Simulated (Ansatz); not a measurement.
**One shape, several levels: doublet [CH8OSi2]+**

Aim: a comparison of 6 runs (U-revPBE/6-31G*, U-wB97X/6-31G*, UB2PLYP/6-31G*, UPBE-QIDH/6-31G*, UPBE/6-31G*, UCCSD/6-31G*) of doublet [CH8OSi2]+. 

Program for the calculation: Ansatz 0.2.0.

88 further runs of the same task are left out: 88 set aside as unsound or not needed. Runs told in other sessions of the task aren't counted.

## Step 1: The system as given

[CH8OSi2]+: 12 atoms, total charge +1, spin state doublet. As SMILES of the parent species, `C[SiH2][SiH2]O`. The shape is that of a PBE0-D4/def2-TZVP optimisation. This is one conformer, not always the lowest. That shape belongs to the parent species and isn't relaxed for this state.

Bond lengths: C1–Si2 1.878 Å, Si2–Si3 2.348 Å, Si3–O4 1.656 Å, C1–H5 1.092 Å, C1–H6 1.092 Å, C1–H7 1.092 Å, Si2–H8 1.491 Å, Si2–H9 1.494 Å, Si3–H10 1.495 Å, Si3–H11 1.486 Å, O4–H12 0.958 Å. Some angles: C1–Si2–Si3 111.4°, Si2–Si3–O4 112.9°, C1–Si2–H8 110.3°, C1–Si2–H9 109.9°, Si3–Si2–H8 109.8°, Si3–Si2–H9 108.3°, Si2–C1–H5 110.9°, Si2–C1–H6 110.7°, Si2–C1–H7 110.8°, Si2–Si3–H10 108.5°.

## Step 2: The energy at U-revPBE/6-31G(d) (spherical functions) (run 1)

File run.yaml:

```yaml
crystal:
  periodic: [false, false, false]
  atoms:
    - symbol: C
      position_ang: [-1.363900, 1.513800, -0.148900]
    - symbol: Si
      position_ang: [-0.392800, 0.194400, 0.769900]
    - symbol: Si
      position_ang: [0.929600, -1.075200, -0.697500]
    - symbol: O
      position_ang: [1.869100, -2.191700, 0.084900]
    - symbol: H
      position_ang: [-0.692800, 2.186400, -0.687200]
    - symbol: H
      position_ang: [-1.958800, 2.110300, 0.546100]
    - symbol: H
      position_ang: [-2.043300, 1.060200, -0.874000]
    - symbol: H
      position_ang: [-1.318500, -0.701500, 1.520400]
    - symbol: H
      position_ang: [0.506600, 0.832900, 1.777800]
    - symbol: H
      position_ang: [1.768000, -0.141100, -1.510100]
    - symbol: H
      position_ang: [0.088400, -1.859400, -1.638400]
    - symbol: H
      position_ang: [2.426500, -1.874200, 0.796300]
basis:
  gaussian:
    orbitals: 6-31G_st_-spherical.json
total_charge: 1
hamiltonian:
  xc: {name: revPBE}
output: {orbitals: {seedname: orbitals}}
accuracy: high
magnetization:
  spin_polarized: true
  initial_magnetization: 1
```

The basis set 6-31G* is read from a file made from the Basis Set Exchange's data (not shown).

Started as:

```bash
$ ansatz run run.yaml --threads 1 --pin off --max-ram 2610MiB --events-out events.jsonl --progress --plain --runs-dir runs
```

The program printed:

```text
Warning: RAYON_NUM_THREADS=1 ignored (pool sized by the plan → 1); use --threads N
Functional definition: revPBE
  name "revPBE"
  parameter kappa = 1.245
  parameter beta = 0.06672455060314922
  exchange = pbe_x(kappa = kappa, mu = beta*pi^2/3)
  correlation = pbe_c(beta = beta)
1891 factors; integrals over basis functions are off by at most 5.9e-9 eV
mean field evaluation 1: about -18937.9146 eV, gradient 6.6e1 eV
mean field evaluation 2: about -18813.5224 eV, gradient 1.5e2 eV
mean field evaluation 4: about -18952.9364 eV, gradient 2.3e1 eV
mean field evaluation 8: about -18955.9160 eV, gradient 2.5e-1 eV
mean field evaluation 16: about -18955.8983 eV, gradient 1.9e-4 eV
mean field evaluation 32: about -18955.5672 eV, gradient 2.2e0 eV
mean field -18955.89826105 eV, -696.6164123242 hartree, gradient 7.8e-8 eV, S^2 0.751888; 3 other end points of the search recorded, 0 dependent functions left out
reference -18955.89826587 eV, -696.6164125016 hartree; 25, 24 occupied and 55, 56 virtual orbitals, 1891 factors
Total energy: -18955.89826587 eV, -696.6164125016 hartree
```

Wall time 7.8 s (1 thread of Intel Xeon 6975P-C (Granite Rapids), shared host); peak memory 0.3 GiB.

## Step 3: A single-point energy at U-wB97X/6-31G(d) (spherical functions) (run 2)

File run.yaml:

```yaml
basis:
  gaussian:
    orbitals: 6-31G_st_-spherical.json
crystal:
  periodic: [false, false, false]
  atoms:
    - {symbol: C, position_ang: [-1.363900, 1.513800, -0.148900]}
    - {symbol: Si, position_ang: [-0.392800, 0.194400, 0.769900]}
    - {symbol: Si, position_ang: [0.929600, -1.075200, -0.697500]}
    - {symbol: O, position_ang: [1.869100, -2.191700, 0.084900]}
    - {symbol: H, position_ang: [-0.692800, 2.186400, -0.687200]}
    - {symbol: H, position_ang: [-1.958800, 2.110300, 0.546100]}
    - {symbol: H, position_ang: [-2.043300, 1.060200, -0.874000]}
    - {symbol: H, position_ang: [-1.318500, -0.701500, 1.520400]}
    - {symbol: H, position_ang: [0.506600, 0.832900, 1.777800]}
    - {symbol: H, position_ang: [1.768000, -0.141100, -1.510100]}
    - {symbol: H, position_ang: [0.088400, -1.859400, -1.638400]}
    - {symbol: H, position_ang: [2.426500, -1.874200, 0.796300]}
total_charge: 1
magnetization:
  spin_polarized: true
  initial_magnetization: 1
hamiltonian:
  xc: {name: wB97X}
accuracy: high
output:
  orbitals: {seedname: orbitals}
```

The basis set 6-31G* is read from a file made from the Basis Set Exchange's data (not shown).

Started as:

```bash
$ ansatz run run.yaml --threads 1 --pin off --max-ram 2610MiB --events-out events.jsonl --progress --plain --runs-dir runs
```

The program printed, shortened:

```text
Warning: RAYON_NUM_THREADS=1 ignored (pool sized by the plan → 1); use --threads N
Functional definition: wB97X
  name "wB97X"
[...]
      + exact_x_lr(omega)
[...]
      + integral(e_c_pw_opposite_spin*poly(b97_u_opposite, 1, cos1, cos2, cos3, cos4))
1891 factors; integrals over basis functions are off by at most 5.9e-9 eV
421 factors; integrals over basis functions are off by at most 2.2e-9 eV
[...]
mean field -18958.78116477 eV, -696.7223570818 hartree, gradient 5.6e-8 eV, S^2 0.755841; 0 other end points of the search recorded, 0 dependent functions left out
reference -18958.78116140 eV, -696.7223569581 hartree; 25, 24 occupied and 55, 56 virtual orbitals, 1891 factors
Total energy: -18958.78116140 eV, -696.7223569581 hartree
```

Wall time 47 s (1 thread of Intel Xeon 6975P-C (Granite Rapids), shared host); peak memory 0.96 GiB.

Run 3 isn't shown in full; the table further down has it.

## Step 4: A single-point energy at UPBE-QIDH/6-31G(d) (spherical functions) (run 4)

run.yaml, as its differences from that of step 3:

```diff
@@ -1,4 +1 @@
-basis:
-  gaussian:
-    orbitals: 6-31G_st_-spherical.json
 crystal:
@@ -18,10 +15,9 @@
     - {symbol: H, position_ang: [2.426500, -1.874200, 0.796300]}
+basis:
+  gaussian: {orbitals: 6-31G_st_-spherical.json}
 total_charge: 1
-magnetization:
-  spin_polarized: true
-  initial_magnetization: 1
-hamiltonian:
-  xc: {name: wB97X}
+magnetization: {spin_polarized: true, initial_magnetization: 1}
+hamiltonian: {xc: {name: PBE-QIDH}}
+correlation: {frozen_orbitals: {C: 1, H: 0, O: 1, Si: 5}}
 accuracy: high
-output:
-  orbitals: {seedname: orbitals}
+output: {orbitals: {seedname: orbitals}}
```

The basis set 6-31G* is read from a file made from the Basis Set Exchange's data (not shown).

Started as:

```bash
$ ansatz run run.yaml --threads 1 --pin off --max-ram 2610MiB --events-out events.jsonl --progress --plain --runs-dir runs
```

The program printed, shortened:

```text
Warning: RAYON_NUM_THREADS=1 ignored (pool sized by the plan → 1); use --threads N
Functional definition: PBE-QIDH
  name "PBE-QIDH"
[...]
1891 factors; integrals over basis functions are off by at most 5.9e-9 eV
[...]
mean field -18937.70255264 eV, -695.9477323738 hartree, gradient 8.9e-8 eV, S^2 0.760136; 0 other end points of the search recorded, 0 dependent functions left out
12 core orbitals not correlated: weight in the atoms' cores, before any rotation towards them, 1.000 or more for the frozen orbitals, at most 0.000 for the correlated occupied ones
reference -18937.70255380 eV, -695.9477324164 hartree; 13, 12 occupied and 55, 56 virtual orbitals, 1891 factors
second order -14.48010202 eV of doubles, -0.00000000 eV of singles
Total energy: -18942.52925448 eV, -696.1251103945 hartree
```

Run time: 12 s. Hardware: 1 thread of Intel Xeon 6975P-C (Granite Rapids), shared host; peak memory 0.43 GiB.

Run 5 isn't shown in full; the table further down has it.

## Step 5: The energy at UCCSD/6-31G(d) (spherical functions) (run 6)

run.yaml, as its differences from that of step 4:

```diff
@@ -19,5 +19,4 @@
 magnetization: {spin_polarized: true, initial_magnetization: 1}
-hamiltonian: {xc: {name: PBE-QIDH}}
-correlation: {frozen_orbitals: {C: 1, H: 0, O: 1, Si: 5}}
+correlation: {method: ccsd, frozen_orbitals: {C: 1, H: 0, O: 1, Si: 5}}
 accuracy: high
-output: {orbitals: {seedname: orbitals}}
+scf: {omitted_lower_state_checks: [cluster_reference, increment]}
```

The basis set 6-31G* is read from a file made from the Basis Set Exchange's data (not shown).

Started as:

```bash
$ ansatz run run.yaml --threads 1 --pin off --max-ram 2610MiB --events-out events.jsonl --progress --plain --runs-dir runs
```

The program printed:

```text
Warning: RAYON_NUM_THREADS=1 ignored (pool sized by the plan → 1); use --threads N
[... 12 lines left out ...]
12 core orbitals not correlated: weight in the atoms' cores, before any rotation towards them, 1.000 or more for the frozen orbitals, at most 0.000 for the correlated occupied ones
[... 36 lines left out ...]
Total energy: -18923.44104215 eV, -695.4236315300 hartree
Checks for a lower state left out: cluster_reference, increment
```

Run time: 27 s. Hardware: 1 thread of Intel Xeon 6975P-C (Granite Rapids), shared host; peak memory 0.7 GiB.

## Step 6: The series

```tsv
run	level	frozen core orbitals	energy (Eh)	HOMO energy (eV)	LUMO energy (eV)	⟨S²⟩	wall time
1	U-revPBE/6-31G* (spherical functions)	–	-696.616413	-12.91	-12.05	0.752	7.8 s
2	U-wB97X/6-31G* (spherical functions)	–	-696.722357	-16.71	-9.59	0.756	47 s
3	UB2PLYP/6-31G* (spherical functions)	12	-696.368172	-15.61	-10.40	0.759	13 s
4	UPBE-QIDH/6-31G* (spherical functions)	12	-696.125110	-16.58	-9.93	0.760	12 s
5	UPBE/6-31G* (spherical functions)	–	-696.324660	-12.92	-12.09	0.752	8.1 s
6	UCCSD/6-31G* (spherical functions)	12	-695.423632	–	–	0.762	27 s
```

## Step 7: Outcome

```
                                           quantity          value
                                run 6: total energy  -695.42363 Eh
run 6: correlation energy (12 core orbitals frozen)     -515.3 mEh
           run 6: ⟨S²⟩ of the reference determinant          0.762
                               run 6: T1 diagnostic          0.023
```

In words: Totals of different functionals can't be ranked against each other. All runs together took 1.9 min, the longest 47 s.
